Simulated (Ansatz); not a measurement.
# SiH₄S₃: basis-set convergence

The task here is to estimate one member of a computed series from the others.

The runs use Ansatz 0.2.0, Gaussian basis; one geometry, several basis sets.

The runs, in order: PBE0-D4/def2-SVP; ωB97M-V/def2-SVP; PBE0-D4/def2-QZVPP; ωB97M-V/def2-QZVPP; CCSD(T)/cc-pV(D+d)Z; CCSD(T)/cc-pV(T+d)Z; CCSD(T)/cc-pV(Q+d)Z; the functionals' def2-TZVPP values are taken from earlier runs.

### The geometry

The geometry comes from an earlier relaxation with PBE0-D4 in a triple-zeta def2 set; it is a stationary point, not always the lowest conformer.

SMILES `S[SiH](S)S`, 8 atoms, charge 0, spin multiplicity 1.

Atoms are counted from 1 here; the program's logs count them from 0.

Bond lengths: S1–Si2 2.123 Å, S1–H5 1.344 Å, Si2–S3 2.132 Å, Si2–S4 2.134 Å, Si2–H6 1.483 Å, S3–H7 1.344 Å, S4–H8 1.345 Å. Angles: Si2–S1–H5 94.0°, S1–Si2–S3 103.1°, S1–Si2–S4 106.5°, S1–Si2–H6 115.2°, S3–Si2–S4 117.1°, S3–Si2–H6 107.6°, S4–Si2–H6 107.7°, Si2–S3–H7 93.2°, Si2–S4–H8 93.7°.

Set-up of the first run:

The input, in.yaml:

```yaml
crystal:
  periodic: [false, false, false]
  atoms:
    - {symbol: S, position_ang: [-0.544318, 1.776523, -1.229097]}
    - {symbol: Si, position_ang: [0.100097, 0.183459, 0.018025]}
    - {symbol: S, position_ang: [2.044813, -0.262413, -0.732720]}
    - {symbol: S, position_ang: [-1.377765, -1.347655, -0.143471]}
    - {symbol: H, position_ang: [-1.843336, 1.616831, -0.921319]}
    - {symbol: H, position_ang: [0.241697, 0.523948, 1.454083]}
    - {symbol: H, position_ang: [2.509806, -0.628189, 0.473616]}
    - {symbol: H, position_ang: [-1.038894, -1.919604, 1.025182]}
basis:
  gaussian: {orbitals: def2-SVP}
hamiltonian: {xc: pbe0, dispersion: d4}
output: {orbitals: {seedname: orbitals}}
```

Run with:

```console
ansatz run in.yaml --threads 2 --pin off --events-out ev --progress --plain --max-ram 32768MiB --backend cpu
```

Steps of the session up to this table: PBE0-D4 in def2-SVP; ωB97M-V in def2-SVP; PBE0-D4 in def2-QZVPP; ωB97M-V in def2-QZVPP.

One table of the session follows, with a row left open; its other results are not shown here.

It belongs to the step «Density functionals: the series». 

| functional | basis | HOMO (eV) | LUMO (eV) |
| --- | --- | --- | --- |
| PBE0-D4 | def2-SVP | -7.43 | 0.06 |
| PBE0-D4 | def2-TZVPP | -7.53 | -0.36 |
| PBE0-D4 | def2-QZVPP | ? | ? |
| ωB97M-V | def2-SVP | -9.54 | 2.03 |
| ωB97M-V | def2-TZVPP | -9.68 | 1.49 |
| ωB97M-V | def2-QZVPP | -9.72 | 1.09 |

**Question.** Estimate the row for PBE0-D4, def2-QZVPP.

As computed: HOMO (eV): -7.56; LUMO (eV): -0.54. In the column «HOMO (eV)» it lies between ωB97M-V, def2-SVP (-9.54) and PBE0-D4, def2-TZVPP (-7.53).
